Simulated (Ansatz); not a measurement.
## MoI in Ansatz: convergence with smearing width

Input of the first run (smearing width 0.3 eV); the others differ in this setting and in those tied to it:

input.yaml

```yaml
crystal:
  lattice:
    - [3.62326282, 0.0, 0.0]
    - [0.0, 3.62326282, 0.0]
    - [0.0, 0.0, 5.04208141]
  atoms:
    - { symbol: Mo, position: [0.501747, 0.487191, 0.500019] }
    - { symbol: I, position: [-0.003295, -0.010383, 0.50973] }
hamiltonian:
  xc: pbe
  pseudopotentials: { kind: nc, accuracy: stringent }
kpoints:
  mp_grid: { grid: [5, 5, 4] }
scf:
  occupations: { method: gaussian, width: 0.3 }
output:
  forces: true
  stress: true
  eigenvalues: true
```

Potentials or basis: PseudoDojo stringent (PBE files).

Run with:

```sh
$ ansatz run input.yaml --threads 2 --pin off --max-ram 5632MiB --backend cpu --events-out ev --progress --plain --runs-dir out
```

The cell isn't the ideal one: atoms moved at random, drawn with an rms of 0.05 Å.

The cell was built by a generator and needn't be a form met in nature.

Hardware: 2 threads of Arm Neoverse V1, on a shared host.

The values tried are 0.3 eV, 0.2 eV, 0.15 eV, 0.1 eV, 0.05 eV, 0.025 eV, 0.01 eV, 0.005 eV, loosest first. From which on does the pressure stay within 0.1 GPa of the tightest run that finished?

From 0.1 eV on.

| smearing width | energy less the tightest run, at zero smearing (meV/atom) | pressure (GPa) | largest force (eV/Å) | SCF cycles | CPU time (s) | peak memory (GiB) |
| --- | --- | --- | --- | --- | --- | --- |
| 0.3 eV | -5.11 | 10.76 | 0.242 | 7 | 41 | 0.64 |
| 0.2 eV | -0.18 | 10.52 | 0.242 | 7 | 41 | 0.64 |
| 0.15 eV | 0.70 | 10.42 | 0.249 | 8 | 52 | 0.64 |
| 0.1 eV | 0.21 | 10.33 | 0.261 | 8 | 43 | 0.64 |
| 0.05 eV | -0.39 | 10.28 | 0.276 | 8 | 45 | 0.64 |
| 0.025 eV | -0.12 | 10.27 | 0.279 | 8 | 45 | 0.64 |
| 0.01 eV | -0.04 | 10.25 | 0.280 | 9 | 48 | 0.64 |
| 0.005 eV | 0.00 | 10.25 | 0.281 | 10 | 49 | 0.64 |

Against the tightest run, the energy stays within 1 meV/atom from 0.2 eV on; the largest force stays within 0.005 eV/Å from 0.05 eV on. Narrower smearing needs a denser k mesh, so at a fixed mesh the narrowest width isn't the most accurate. The tightest run that finished is the yardstick and may itself not be fully converged.

Caveat, for the tightest run too: an odd number of electrons without spin polarisation forces a metal; a magnetic or distorted state may lie lower. The run has no spin-orbit coupling, so splittings on I are missing.
